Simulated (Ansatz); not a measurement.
**H6N2O2Si2: a ladder of functionals and wavefunction methods**

One table from this session's results is given with a row withheld; the runs are named, their logs left out.

Program: Ansatz 0.2.0, Gaussian basis. Level of theory: functionals in def2-TZVPP, the program's frozen cores in correlated methods. These are calculated values, not measurements.

Plan: PBE-D4, r2SCAN-D4, PBE0-D4, B3LYP-D4, ωB97X-V, ωB97M-V, B2PLYP; CCSD(T)/def2-TZVPP; MP2/def2-QZVPP; extrapolation to the limit.

**Structure used throughout**

All runs share one geometry, relaxed beforehand with PBE0-D4 in a triple-zeta def2 set.

SMILES `O[Si@H]1N[Si@@H](O)N1`, 12 atoms, charge 0, spin multiplicity 1.

Atoms are counted from 1 here; the program's logs count them from 0.

Bond lengths: O1–Si2 1.637 Å, O1–H7 0.959 Å, Si2–N3 1.728 Å, Si2–N6 1.728 Å, Si2–H8 1.477 Å, N3–Si4 1.728 Å, N3–H9 1.002 Å, Si4–O5 1.637 Å, Si4–N6 1.728 Å, Si4–H10 1.477 Å, O5–H11 0.959 Å, N6–H12 1.002 Å. Angles: Si2–O1–H7 116.8°, O1–Si2–N3 117.7°, O1–Si2–N6 117.7°, O1–Si2–H8 102.3°, N3–Si2–N6 86.4°, N3–Si2–H8 116.8°, N6–Si2–H8 116.8°, Si2–N3–Si4 93.4°, Si2–N3–H9 132.4°, Si4–N3–H9 132.4°, N3–Si4–O5 117.7°, N3–Si4–N6 86.4°, N3–Si4–H10 116.8°, O5–Si4–N6 117.7°, O5–Si4–H10 102.3°, N6–Si4–H10 116.8°, Si4–O5–H11 116.8°, Si2–N6–Si4 93.4° and more.

The first run:

File in.yaml:

```yaml
crystal:
  periodic: [false, false, false]
  atoms:
    - {symbol: O, position_ang: [-2.051305, 0.400479, 1.416393]}
    - {symbol: Si, position_ang: [-0.460905, 0.583090, 1.072921]}
    - {symbol: N, position_ang: [-0.037902, 1.093371, -0.522618]}
    - {symbol: Si, position_ang: [1.011798, -0.253697, -0.784536]}
    - {symbol: O, position_ang: [0.739239, -1.185095, -2.103210]}
    - {symbol: N, position_ang: [0.457469, -0.842461, 0.742238]}
    - {symbol: H, position_ang: [-2.566658, -0.130201, 0.805892]}
    - {symbol: H, position_ang: [0.005788, 1.431375, 2.188339]}
    - {symbol: H, position_ang: [-0.152591, 1.963505, -1.005550]}
    - {symbol: H, position_ang: [2.454686, 0.039912, -0.900348]}
    - {symbol: H, position_ang: [-0.157897, -1.498825, -2.232206]}
    - {symbol: H, position_ang: [0.758278, -1.601473, 1.322676]}
basis:
  gaussian: {orbitals: def2-TZVPP}
hamiltonian: {xc: pbe, dispersion: d4}
output: {forces: true, orbitals: {seedname: orbitals}}
```

Run with:

```
$ ansatz run in.yaml --threads 2 --pin off --events-out ev --progress --plain --max-ram 32768MiB --backend cuda --devices 0, --max-vram 18GiB
```

Among the steps run: PBE-D4 (GGA); r2SCAN-D4 (meta-GGA); PBE0-D4 (hybrid); B3LYP-D4 (hybrid); ωB97X-V (range-separated); ωB97M-V (range-separated); B2PLYP (double hybrid); CCSD(T) in def2-TZVPP; MP2 in def2-QZVPP.

One table of the session follows, with a row left open; its other results are not shown here.

```
            method  atomisation energy (kJ/mol)
            PBE-D4                       4715.7
         r2SCAN-D4                       4646.2
           PBE0-D4                       4615.2
          B3LYP-D4                       4647.0
           ωB97X-V                       4689.0
           ωB97M-V                       4688.9
            B2PLYP                            ?
     HF/def2-TZVPP                       3208.5
    MP2/def2-TZVPP                       4628.5
   CCSD/def2-TZVPP                       4435.2
CCSD(T)/def2-TZVPP                       4512.2
           MP2/CBS                       4799.6
       CCSD(T)/CBS                       4683.4
```

**Question.** Estimate the row for B2PLYP.

The run gave: atomisation energy (kJ/mol): 4603.8. In the column «atomisation energy (kJ/mol)» it lies between CCSD(T)/def2-TZVPP (4512.2) and PBE0-D4 (4615.2).
